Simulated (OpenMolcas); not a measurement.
# TPSSh/cc-pVDZ run of ZnH2S (SMILES [SH][ZnH])

Aim: energy and gradient of ZnH2S. 

The calculation is run with OpenMolcas 26.06.

3 further runs of the same task are left out: 3 set aside as unsound or not needed.

**1. The molecule**

ZnH2S: 4 atoms, total charge 0, spin state singlet. As SMILES, `[SH][ZnH]`. The shape is that of a PBE0-D4/def2-TZVP optimisation.

Bond lengths: S1–Zn2 2.172 Å, S1–H3 1.345 Å, Zn2–H4 1.532 Å. Angles: S1–Zn2–H4 179.1°, Zn2–S1–H3 92.7°.

**2. Energy and gradient at TPSSh/cc-pVDZ**

File test.input:

```
>>> EXPORT MOLCAS_PRINT=2

&GATEWAY
 BasLib = $CurrDir
 Coord
 4
 angstrom
 S       -0.078900      -1.468800       0.308900
 Zn      -0.340600       0.563600      -0.412000
 H        1.019100      -1.144800       1.014800
 H       -0.544000       1.989700      -0.932000
 Basis = cc-pVDZ
 Group = NoSym

&SEWARD
 GridInput
 Grid=UltraFine
 End of Grid

&SCF
 KSDFT = HYB_MGGA_XC_TPSSH
 Thresholds = 1e-10 1e-07 1e-07 1e-05
 PrOrbitals = 1 1

&ALASKA
```

The basis set cc-pVDZ is read from a file made from the Basis Set Exchange's data (not shown).

Launch:

```console
$ export MOLCAS_MEM=1860
$ pymolcas test.input > test.log
```

**Question.** What will come out? Wanted: total energy; dipole moment; HOMO energy; LUMO energy; HOMO–LUMO gap; largest force on an atom.

Computed results:

At TPSSh/cc-pVDZ:

| quantity | value |
| --- | --- |
| total energy | -2178.86029 Eh |
| dipole moment | 1.19 D |
| HOMO energy | -6.61 eV |
| LUMO energy | -1.02 eV |
| HOMO–LUMO gap | 5.59 eV |
| largest force on an atom | 0.384 eV/Å |

**Reading.** The largest force is 0.38 eV/Å: the shape isn't a stationary point for this species at this level.
